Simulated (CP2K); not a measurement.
**CH7GeNS (SMILES C[NH][GeH2][SH]) at GFN0-xTB**

Aim: the energy difference between two shapes of CH7GeNS at GFN0-xTB, from 2 runs. 

Program for the calculation: CP2K 2026.2.

2 further runs of the same task are left out: 2 set aside as unsound or not needed.

## (1) Starting point

The species is CH7GeNS (11 atoms), meant as a singlet with charge 0. SMILES: `C[NH][GeH2][SH]`. Geometry: a GFN2-xTB relaxation, a rough one for these elements and not checked as a minimum. This is one conformer, not always the lowest.

Bond lengths: C1–N2 1.453 Å, N2–Ge3 1.813 Å, Ge3–S4 2.229 Å, C1–H5 1.096 Å, C1–H6 1.091 Å, C1–H7 1.090 Å, N2–H8 1.011 Å, Ge3–H9 1.506 Å, Ge3–H10 1.500 Å, S4–H11 1.328 Å. Some angles: C1–N2–Ge3 121.8°, N2–Ge3–S4 115.3°, C1–N2–H8 110.9°, Ge3–N2–H8 116.3°, N2–C1–H5 113.2°, N2–C1–H6 109.7°, N2–C1–H7 108.4°, N2–Ge3–H9 105.1°, N2–Ge3–H10 106.6°, S4–Ge3–H9 111.5°.

## (2) Energy and gradient at GFN0-xTB

The input, molecule.xyz:

```xyz
11

C     -0.401290     1.498200    -0.446570
N     -0.388250     0.517490     0.625160
Ge     0.753220    -0.890980     0.617040
S      0.593210    -2.238720    -1.151220
H     -0.958540     1.166070    -1.329790
H     -0.841690     2.429600    -0.088460
H      0.627690     1.693880    -0.746770
H     -1.325710     0.333520     0.956440
H      0.473540    -1.629150     1.899390
H      2.139390    -0.319020     0.573350
H     -0.671580    -2.560890    -0.908580
```

The input, mol.inp:

```
&GLOBAL
   PROJECT_NAME mol
   RUN_TYPE ENERGY_FORCE
   PRINT_LEVEL MEDIUM
&END
&FORCE_EVAL
   METHOD Quickstep
   &DFT
      CHARGE 0
      MULTIPLICITY 1
      &QS
         METHOD XTB
         EPS_DEFAULT 1.0E-10
         &XTB
            GFN_TYPE 0
            CHECK_ATOMIC_CHARGES F
         &END
      &END
      &POISSON
         PERIODIC NONE
         POISSON_SOLVER ANALYTIC
      &END
      &SCF
         SCF_GUESS ATOMIC
         EPS_SCF 1.0E-06
         MAX_SCF 150
         ADDED_MOS 8
         &DIAGONALIZATION
            ALGORITHM STANDARD
         &END
         &MIXING
            METHOD DIRECT_P_MIXING
            ALPHA 0.4
         &END
         &SMEAR ON
            METHOD FERMI_DIRAC
            ELECTRONIC_TEMPERATURE [K] 300
         &END
      &END
      &PRINT
         &MOMENTS
            PERIODIC F
            REFERENCE COM
            MAX_MOMENT 1
         &END
         &MO ON
            ENERGIES T
            OCCUPATION_NUMBERS T
            NDIGITS 6
            &EACH
               QS_SCF 0
            &END
            ADD_LAST NUMERIC
         &END
         &HIRSHFELD OFF
         &END
      &END
   &END
   &SUBSYS
      &CELL
         ABC [angstrom] 11.5 13 11.2
         PERIODIC NONE
      &END
      &TOPOLOGY
         COORD_FILE_NAME molecule.xyz
         COORD_FILE_FORMAT XYZ
         &CENTER_COORDINATES
         &END
      &END
   &END
   &PRINT
      &FORCES ON
      &END
   &END
&END
```

Run with:

```sh
$ OMP_NUM_THREADS=1 cp2k.psmp -i mol.inp -o mol.out
```

Standard output:

```text
CP2K| version string:                                       CP2K version 2026.2
[...]
 GLOBAL| Method name                                                        CP2K
[...]
 GLOBAL| Run type                                                   ENERGY_FORCE
[...]
                             - Atoms:                                         11
[...]
                             - Spherical basis functions:                     40
[...]
 Number of electrons:                                                         26
[...]
  Fermi energy:                                                -0.22772609656904
[...]
 TB_DIPOLE| Moment [Debye]         -0.63474847      -0.33080593      -0.04779762
 TB_DIPOLE| Derivative [a.u.]       0.00000000       0.00000000       0.00000000
[...]
 ENERGY| Total FORCE_EVAL ( QS ) energy [hartree]            -14.326252555352200
 FORCES| Atomic forces [hartree/bohr]
 FORCES|   Atom     x               y               z               |f|
 FORCES|      1 -6.17393799E-04  1.74695526E-04  2.46272869E-03   2.54494130E-03
 FORCES|      2 -6.45972185E-03  7.88096320E-03 -1.80617536E-03   1.03489061E-02
 FORCES|      3  7.97062593E-03 -2.45361539E-02 -1.57410149E-02   3.02214043E-02
 FORCES|      4  1.99157761E-04  9.12209873E-03  1.20746057E-02   1.51343468E-02
 FORCES|      5  1.62857596E-05 -1.33634882E-03  1.16874058E-03   1.77540078E-03
 FORCES|      6 -1.11554136E-03  1.95458786E-03 -2.85580040E-04   2.26856831E-03
 FORCES|      7  3.04962611E-03  3.02847545E-04 -1.41901064E-03   3.37720702E-03
 FORCES|      8 -3.17991043E-03  4.90431089E-04  1.97882911E-03   3.77731620E-03
 FORCES|      9 -2.03620715E-04  3.64018507E-03  3.99752336E-04   3.66772554E-03
 FORCES|     10 -1.10382560E-04  2.01357367E-03  1.70546454E-03   2.64107412E-03
 FORCES|     11  4.50875163E-04  2.93120020E-04 -5.38340044E-04   7.60932166E-04
 FORCES| Sum     1.63443478E-16  1.46529924E-16  3.24826971E-16
 FORCES| Total atomic force                                       3.92042536E-16
[...]
```

It took 0.2 s on 1 thread of Arm Neoverse V2, shared host.

## (3) The distorted shape, same level

The input, molecule.xyz:

```xyz
11

C     -0.373423     1.500971    -0.495256
N     -0.398589     0.468436     0.659902
Ge     0.838275    -0.874580     0.577319
S      0.575896    -2.301212    -1.181271
H     -0.934719     1.177203    -1.312508
H     -0.838298     2.382519    -0.001137
H      0.723502     1.573554    -0.726240
H     -1.333417     0.231382     0.874974
H      0.521438    -1.678480     1.988427
H      2.077440    -0.460217     0.519469
H     -0.691733    -2.575225    -0.851515
```

The input, job.inp:

```
&FORCE_EVAL
  METHOD Quickstep
  &DFT
    CHARGE 0
    MULTIPLICITY 1
    &QS
      METHOD XTB
      EPS_DEFAULT 1.0E-10
      &XTB
        GFN_TYPE 0
        CHECK_ATOMIC_CHARGES F
      &END
    &END
    &POISSON
      PERIODIC NONE
      POISSON_SOLVER ANALYTIC
    &END
    &SCF
      SCF_GUESS ATOMIC
      EPS_SCF 1.0E-06
      MAX_SCF 150
      ADDED_MOS 8
      &DIAGONALIZATION
        ALGORITHM STANDARD
      &END
      &MIXING
        METHOD DIRECT_P_MIXING
        ALPHA 0.4
      &END
      &SMEAR ON
        METHOD FERMI_DIRAC
        ELECTRONIC_TEMPERATURE [K] 300
      &END
    &END
    &PRINT
      &MOMENTS
        PERIODIC F
        REFERENCE COM
        MAX_MOMENT 1
      &END
      &MO ON
        ENERGIES T
        OCCUPATION_NUMBERS T
        NDIGITS 6
        &EACH
          QS_SCF 0
        &END
        ADD_LAST NUMERIC
      &END
      &HIRSHFELD OFF
      &END
    &END
  &END
  &SUBSYS
    &CELL
      ABC [angstrom] 11.4 13 11.3
      PERIODIC NONE
    &END
    &TOPOLOGY
      COORD_FILE_NAME molecule.xyz
      COORD_FILE_FORMAT XYZ
      &CENTER_COORDINATES
      &END
    &END
  &END
  &PRINT
    &FORCES ON
    &END
  &END
&END

&GLOBAL
  PROJECT job
  RUN_TYPE ENERGY_FORCE
  PRINT_LEVEL MEDIUM
&END
```

Run with:

```sh
$ OMP_NUM_THREADS=1 cp2k.psmp job.inp > job.out
```

Standard output:

```text
CP2K| version string:                                       CP2K version 2026.2
[...]
 GLOBAL| Method name                                                        CP2K
[...]
 GLOBAL| Run type                                                   ENERGY_FORCE
[...]
                             - Atoms:                                         11
[...]
                             - Spherical basis functions:                     40
[...]
 Number of electrons:                                                         26
[...]
  Fermi energy:                                                -0.23402279084953
[...]
 TB_DIPOLE| Moment [Debye]          0.09865202       0.86495185      -0.91133912
 TB_DIPOLE| Derivative [a.u.]       0.00000000       0.00000000       0.00000000
[...]
 ENERGY| Total FORCE_EVAL ( QS ) energy [hartree]            -14.286437320825856
 FORCES| Atomic forces [hartree/bohr]
 FORCES|   Atom     x               y               z               |f|
 FORCES|      1  2.53689550E-02 -1.87906608E-02  8.13021592E-02   8.72164773E-02
 FORCES|      2  1.86795006E-02  3.48275123E-02 -4.40775429E-02   5.92005840E-02
 FORCES|      3 -1.40610163E-01 -9.04425059E-02  1.05431113E-02   1.67517826E-01
 FORCES|      4 -3.48405000E-03  1.43494324E-02  2.13314961E-02   2.59437380E-02
 FORCES|      5 -1.61908506E-02 -1.06666502E-02 -2.68092510E-02   3.30856012E-02
 FORCES|      6  1.21820322E-02 -2.63431910E-03 -1.58301895E-02   2.01478645E-02
 FORCES|      7 -2.11909743E-02  8.85472931E-03 -2.74699266E-04   2.29682190E-02
 FORCES|      8 -2.14509328E-02 -4.44603605E-03  5.67915796E-03   2.26310095E-02
 FORCES|      9  5.64994371E-03  1.63049734E-02 -2.52901392E-02   3.06164198E-02
 FORCES|     10  1.37196827E-01  5.22738119E-02 -3.77919901E-03   1.46866617E-01
 FORCES|     11  3.84971241E-03  3.69712804E-04 -2.79490380E-03   4.77163080E-03
 FORCES| Sum    -3.42607887E-17 -1.63280847E-16 -9.84455573E-17
 FORCES| Total atomic force                                       1.93716196E-16
[...]
```

Wall time 0.2 s (1 thread of Arm Neoverse V2, shared host).

## (4) Outcome

Level: GFN0-xTB.

| quantity | value |
| --- | --- |
| first shape: total energy | -14.32625 Eh |
| first shape: dipole moment (from atomic charges alone) | 0.72 D |
| first shape: HOMO energy | -11.36 eV |
| first shape: LUMO energy | -5.30 eV |
| first shape: HOMO–LUMO gap | 6.06 eV |
| first shape: dispersion energy | -8.83 kJ/mol |
| first shape: largest force on an atom | 1.554 eV/Å |
| distorted shape: total energy | -14.28644 Eh |
| distorted shape: dipole moment (from atomic charges alone) | 1.26 D |
| distorted shape: HOMO energy | -11.38 eV |
| distorted shape: LUMO energy | -5.47 eV |
| distorted shape: HOMO–LUMO gap | 5.91 eV |
| distorted shape: dispersion energy | -8.81 kJ/mol |
| distorted shape: largest force on an atom | 8.614 eV/Å |
| energy change with the atoms displaced | 1.083 eV |

What this shows: With the atoms displaced the energy rises by 1.08 eV (105 kJ/mol). The first shape isn't relaxed at this level, so the change isn't measured from a minimum. The largest force (first shape) is 1.55 eV/Å: the shape isn't a stationary point for this species at this level. The dipole (first shape) comes from point charges on the atoms alone, without atomic dipoles, so it is partial. The dipole (distorted shape) comes from point charges on the atoms alone, without atomic dipoles, so it is partial.
